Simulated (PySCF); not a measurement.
The system is CSiBrH3, in a box.

```
C Si Br H
1.0
    13.00000    0.00000    0.00000
     0.00000   12.00000    0.00000
     0.00000    0.00000   12.00000
C Si Br H
1 1 1 3
Direct
  0.44471 0.54837 0.48213
  0.47903 0.45341 0.60195
  0.63178 0.39053 0.53658
  0.50360 0.61297 0.47222
  0.37022 0.58837 0.49575
  0.44228 0.50171 0.40372
```

Program: PySCF 2.14.0. Alike in all runs: task atomic charges; potentials or basis 6-31g* (all-electron); no spin polarisation; cell as given; k mesh 1 × 1 × 1; smearing fixed.

Q: Order these runs on this cell by their band gap on the k mesh, lowest first.
A. level SCAN+D3; three-body dispersion term no
B. level r2SCANh+D4; three-body dispersion term yes; exxdiv ewald
C. level M06-2X+D3; three-body dispersion term no; exxdiv ewald

A: A (2.40 eV), B (3.12 eV), C (5.88 eV).

Caveats: this is a molecule in a periodic box at the Γ point, so its band gap is the HOMO-LUMO gap; relativity is left out, which matters for the heavier elements; the basis of atomic orbitals isn't converged, which shifts pressures, moduli and gaps.

Runs at the PBE level aren't shown here.
